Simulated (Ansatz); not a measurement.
# AsF2 (quartet): from Hartree-Fock to the top rungs at a displaced geometry (v1), cc-pVDZ

Aim: climb from Hartree-Fock through coupled cluster and multireference methods for AsF2 (quartet) at one geometry and basis, and see what each rung misses.

Method: cc-pVDZ, core rule «outside noble gas», up to 16 orbitals frozen; program: Ansatz 0.2.0, Gaussian basis.

To be run: UHF; CCSD(T) on ROHF; CCSD(T) on UHF; BCCD(T) on ROHF; CISD; CCSDT(Q) on ROHF; CCSDT(Q) on UHF; CASSCF and MRCISD+Q, 15 electrons in 10 orbitals; CASSCF and NEVPT2, 15 electrons in 10 orbitals.

27 further runs of the same task are left out: 2 for a known fault of the program, 13 that didn't finish, 12 set aside as unsound or not needed.

**1. What is computed**

The geometry is a PBE0/def2-TZVP stationary point (not a proven minimum) with its atoms shifted at random (size 0.040 Å). No spin-orbit coupling is included. The filled d shell of As may be among the frozen orbitals whatever the setting's name suggests; the logs give the count.

3 atoms, charge 0, spin multiplicity 4.

Atoms are counted from 1 here; the program's logs count them from 0.

Bond lengths: As1–F2 1.811 Å, As1–F3 1.747 Å. Angles: F2–As1–F3 178.2°.

Coordinates:

```xyz
3
AsF2
As   -0.01543   -0.00901    0.02164
F    -0.01627   -0.02515   -1.78951
F     0.03170    0.03416    1.76787
```

**2. UHF**

Contents of in.yaml:

```yaml
crystal:
  periodic: [false, false, false]
  atoms:
    - {symbol: As, position_ang: [-0.015433, -0.009008, 0.021640]}
    - {symbol: F, position_ang: [-0.016266, -0.025151, -1.789513]}
    - {symbol: F, position_ang: [0.031698, 0.034159, 1.767873]}
basis:
  gaussian: {orbitals: cc-pVDZ}
magnetization: {spin_polarized: true, initial_magnetization: 3}
hamiltonian: {xc: hf}
output: {orbitals: {seedname: orbitals}}
```

Command:

```bash
> ansatz run in.yaml --threads 1 --pin off --events-out ev --progress --plain --max-ram 2393MiB
```

Further steps of the session: CCSD(T) on ROHF; CCSD(T) on UHF; BCCD(T) on ROHF; CISD; CCSDT(Q) on ROHF; CCSDT(Q) on UHF; CASSCF and MRCISD+Q, 15 electrons in 10 orbitals; CASSCF and NEVPT2, 15 electrons in 10 orbitals.

Q: Predict the results of all the runs planned. Wanted: UCCSDT(Q) from the RHF energy; RMP2 from UCCSDT(Q); UMP2 from UCCSDT(Q); RCCSD from UCCSDT(Q); RCCSD(T) from UCCSDT(Q); UCCSD(T) from UCCSDT(Q); RCCSDT(Q) from UCCSDT(Q); NEVPT2 valence from UCCSDT(Q); MRCISD+Q valence from UCCSDT(Q).

**Answer**, as computed:

| quantity | value |
| --- | --- |
| UCCSDT(Q) from the ROHF energy | -12.9575 eV |
| RMP2 from UCCSDT(Q) | +542.1 meV |
| UMP2 from UCCSDT(Q) | +686.5 meV |
| RCCSD from UCCSDT(Q) | +332.8 meV |
| RCCSD(T) from UCCSDT(Q) | +74.0 meV |
| UCCSD(T) from UCCSDT(Q) | +64.4 meV |
| RCCSDT(Q) from UCCSDT(Q) | +18.2 meV |
| NEVPT2 valence from UCCSDT(Q) | +1146.2 meV |
| MRCISD+Q valence from UCCSDT(Q) | +211.8 meV |
| levels within 1 kcal/mol (43 meV) | UCCSDT, RCCSDT(Q) |
| T1 diagnostic | 0.024 |
| effectively unpaired electrons | 3.01 |

What this shows: RCCSD(T) lands +74.0 meV from the yardstick (0.6 % of the correlation energy). One determinant dominates. Of the multireference levels listed MRCISD+Q valence comes nearest in total energy (+211.8 meV), which doesn't show that its space is the better one. These misses are within one basis, not against nature; the frozen cores of restricted and unrestricted runs differ, which can shift their rows.
